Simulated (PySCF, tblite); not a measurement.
# C₉H₁₁Cl: geometry, infrared bands and NMR shifts

What infrared bands and NMR shifts should C₉H₁₁Cl (`CCC#CC1=C[C@@H](Cl)CC1`) show?

Programs: tblite 0.8.0 and PySCF 2.14.0, with density-fitted response routines of our own. Each step states its level of theory. These are calculated values for one molecule in the gas phase, unless marked as measured. Atoms count from 0, in the outputs and in this text.

## Step 1: The starting structure

21 atoms, charge 0, multiplicity 1; geometry from: force field or distance geometry start.

Bonds of the start (Å): C0–C1 1.51, C1–C2 1.48, C2–C3 1.19, C3–C4 1.42, C4–C5 1.34, C5–C6 1.50, C6–Cl7 1.78, C6–C8 1.53, C8–C9 1.54, C9–C4 1.49, C0–H10 1.11, C0–H11 1.09, C0–H12 1.09, C1–H13 1.09, C1–H14 1.10, C5–H15 1.07, C6–H16 1.09, C8–H17 1.10, C8–H18 1.09, C9–H19 1.09, C9–H20 1.10.

## Step 2: Optimising the geometry with GFN2-xTB

What the job is given:

```
{"job": {"kind": "relax", "xc": "GFN2-xTB", "basis": "xTB"}, "charge": 0, "multiplicity": 1}
C     -3.723200     0.630600    -1.096600
C     -3.068600     1.148900     0.159800
C     -1.665200     0.675800     0.266200
C     -0.538200     0.308200     0.329500
C      0.800600    -0.145800     0.433700
C      1.359800    -0.994200    -0.444100
C      2.790600    -1.266800    -0.099100
Cl     3.860400    -0.377300    -1.201500
C      2.898500    -0.741500     1.337500
C      1.765700     0.289300     1.485300
H     -4.768700     0.987000    -1.151600
H     -3.208300     0.979300    -1.988600
H     -3.751400    -0.460200    -1.111000
H     -3.085300     2.238900     0.174900
H     -3.632200     0.810400     1.045200
H      0.865700    -1.423400    -1.287600
H      3.036000    -2.331100    -0.144400
H      2.711200    -1.568000     2.040100
H      3.873400    -0.315500     1.591000
H      1.344000     0.260800     2.492500
H      2.126200     1.311600     1.282100
```

The run is started by

```sh
OMP_NUM_THREADS=1 python probes_run.py task.json out
```

The driver reads the jobs from task.json and runs them one after another.

**Question.** This job is followed by: GFN2-xTB harmonic vibrations, gas phase; GIAO PBE0/pcSseg-1 NMR shielding, non-relativistic, gas phase. Predict these results of the whole session: strongest single infrared mode (GFN2-xTB); zero-point energy (GFN2-xTB); 13C shifts against TMS (PBE0/pcSseg-1); 1H shifts against TMS (PBE0/pcSseg-1, means over atoms taken as alike); 35Cl shifts against HCl (PBE0/pcSseg-1); surface potential, 1st and 99th percentile.

The runs gave:

| quantity | value |
| --- | --- |
| strongest single infrared mode (GFN2-xTB) | 2359 cm⁻¹, 81 km/mol |
| zero-point energy (GFN2-xTB) | 106.8 kcal/mol |
| 13C shifts against TMS (PBE0/pcSseg-1) | 144.7, 138.4, 110.0, 83.1, 72.2, 39.4, 39.4, 16.9, 16.8 ppm |
| 1H shifts against TMS (PBE0/pcSseg-1, means over atoms taken as alike) | 6.20, 5.06, 2.95, 2.57, 2.57, 2.36, 2.33, 2.21, 1.28 ppm |
| 35Cl shifts against HCl (PBE0/pcSseg-1) | 212 ppm |
| surface potential, 1st and 99th percentile | -0.94 V and 0.86 V |

Over 65 steps the energy fell by 0.115 eV; of the close pairs, C6–Cl7 changed most, 1.775 to 1.820 Å. All 57 modes are real, so the xTB geometry is a minimum. The strongest single mode, at 2359 cm⁻¹, moves mainly C2 and C3. Unscaled tight-binding wavenumbers are off by several per cent, some by more. Its intensities can rank the bands wrongly. The most deshielded hydrogen is H15 (hydrogen on an alkene CH), at 6.20 ppm: a vinylic proton, deshielded by the sp2 carbon and the C=C anisotropy. At PBE0/pcSseg-1: Shielding is most anisotropic at Cl7 (span 563 ppm, paramagnetic term -408 ppm). At PBE0/pcSseg-1, counted by nearest atom on the grid, the HOMO lies on C2, C5 about 24 % each; C3, C4 about 14 % each, the LUMO on C4, C5 about 22 % each; C2 17 %.
